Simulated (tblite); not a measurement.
# C5H10O2Si: the cost of one run

Computed with tblite 0.8.0 and PySCF 2.14.0, with density-fitted response routines of our own, on a single molecule in the gas phase. Atoms are numbered from 0 throughout.

### Step 1. The molecule as given

18 atoms, charge 0, multiplicity 1; geometry from: force field or distance geometry start.

Bonds of the start (Å): Si0–O1 1.74, O1–C2 1.38, C2–C3 1.51, C3–C4 1.51, C4–C5 1.30, C5–C6 1.47, C6–O7 1.39, O7–C4 1.37, Si0–H8 1.47, Si0–H9 1.46, Si0–H10 1.47, C2–H11 1.12, C2–H12 1.11, C3–H13 1.12, C3–H14 1.09, C5–H15 1.09, C6–H16 1.12, C6–H17 1.12.

### Step 2. Geometry optimisation with GFN2-xTB

The job: settings as JSON, then the geometry in Å.

```
{"job": {"kind": "relax", "xc": "GFN2-xTB", "basis": "xTB"}, "charge": 0, "multiplicity": 1}
Si     3.070600     0.197700     0.481200
O      1.529900     0.596700    -0.224400
C      1.032200    -0.447900    -0.978000
C     -0.303800    -0.156800    -1.621900
C     -1.389700     0.133700    -0.611900
C     -2.547800    -0.366800    -0.284200
C     -2.746800     0.657300     0.747100
O     -1.505300     1.121100     0.327700
H      3.423800     1.273900     1.417900
H      4.006900     0.114700    -0.633600
H      3.053000    -1.101800     1.158200
H      0.978400    -1.368800    -0.349200
H      1.722200    -0.652200    -1.817600
H     -0.650000    -1.076100    -2.167400
H     -0.220100     0.627500    -2.380300
H     -3.114400    -1.229900    -0.644300
H     -2.802400     0.282400     1.799200
H     -3.545500     1.401600     0.505100
```

Run with:

```bash
> OMP_NUM_THREADS=1 python probes_run.py task.json out
```

This one command runs all jobs of the session in turn.

**Question.** How long does this first job take on 1 thread of Arm Neoverse N1, shared host?

About 2.5 s.
